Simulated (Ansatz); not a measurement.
# GeCl2: from a guess to a relaxed structure

Aim: relax a trial structure of GeCl2 and see where it ends.

Program: Ansatz 0.2.0. Level of theory: DFT PBE, scalar-relativistic, plane waves, PAW. These are calculated values, not measurements.

2 further runs of the same task are left out: 1 that didn't finish, 1 set aside as unsound or not needed.

## Step 1: Starting point

Symmetry: Fm-3m, No. 225, cubic system. Conventional cell: a = 6.321 Å, b = 6.321 Å, c = 6.321 Å, α = 90.00°, β = 90.00°, γ = 90.00°. Ge (site symmetry m-3m) has 8 Cl at 2.74 Å as nearest neighbours. Around Cl (site symmetry -43m) lie 4 Ge at 2.74 Å.

Coordinates:

```cif
data_structure
_symmetry_space_group_name_H-M 'P 1'
_symmetry_Int_Tables_number 1
_cell_length_a 4.4694
_cell_length_b 4.4694
_cell_length_c 4.4694
_cell_angle_alpha 60.000
_cell_angle_beta 60.000
_cell_angle_gamma 60.000
_cell_volume 63.13
loop_
_atom_site_label
_atom_site_type_symbol
_atom_site_fract_x
_atom_site_fract_y
_atom_site_fract_z
_atom_site_occupancy
Ge1 Ge 0.00000 0.00000 0.00000 1
Cl1 Cl 0.25000 0.25000 0.25000 1
Cl2 Cl 0.75000 0.75000 0.75000 1
```

Recipe of the guess: species swapped into a database cell of PrO2 (Fm-3m, No. 225), with Ge on the Pr sites and Cl on the O sites. The dimensions are guesses.

## Step 2: The guess as it stands, on a coarse mesh

File input.yaml:

```yaml
crystal:
  lattice:
    - [0.0, 3.16032002, 3.16032002]
    - [3.16032002, 0.0, 3.16032002]
    - [3.16032002, 3.16032002, 0.0]
  atoms:
    - { symbol: Ge, position: [0.0, 0.0, 0.0] }
    - { symbol: Cl, position: [0.25, 0.25, 0.25] }
    - { symbol: Cl, position: [0.75, 0.75, 0.75] }
basis:
  ecutwfc: 420
kpoints:
  mp_grid: { grid: [6, 6, 6] }
hamiltonian:
  xc: pbe
scf:
  occupations: { method: gaussian, width: 0.1 }
  lower_state_search: "off"
output:
  forces: true
  stress: true
  eigenvalues: true
```

Started as:

```sh
$ ansatz run input.yaml --threads 1 --pin off --max-ram 2048MiB --backend cpu --events-out ev --progress --plain --runs-dir out
```

Further runs follow: coarse relaxation; full relaxation; the kicked end on a coarse mesh; coarse relaxation (after the kick); full relaxation (after the kick).

What does the calculation give? Wanted: conventional cell; volume; energy over the elements; gap on the mesh.

As calculated:

| quantity | value |
| --- | --- |
| symmetry at the first end (tolerance 0.02 Å) | space group Fm-3m (No. 225) |
| conventional cell | a = 6.619 Å, b = 6.619 Å, c = 6.619 Å, α = 90.00°, β = 90.00°, γ = 90.00° |
| volume | 24.17 Å³/atom |
| energy over the elements (uncorrected; H, N, O, F and Cl as molecules) | -0.67 eV/atom |
| gap on the mesh | 2.67 eV |

**Reading.** The space group Fm-3m (No. 225) is kept, and the volume per atom grows by 14.9 % from the first guess. A negative formation energy is needed for stability but isn't enough; other structures and compounds were not set against it here. No finished test with a distortion of lower symmetry is shown, so the end may be a saddle point. Where a structure here is layered, its layers are held mostly by dispersion, which this level lacks, so their spacing and the stiffness across them are unreliable there.
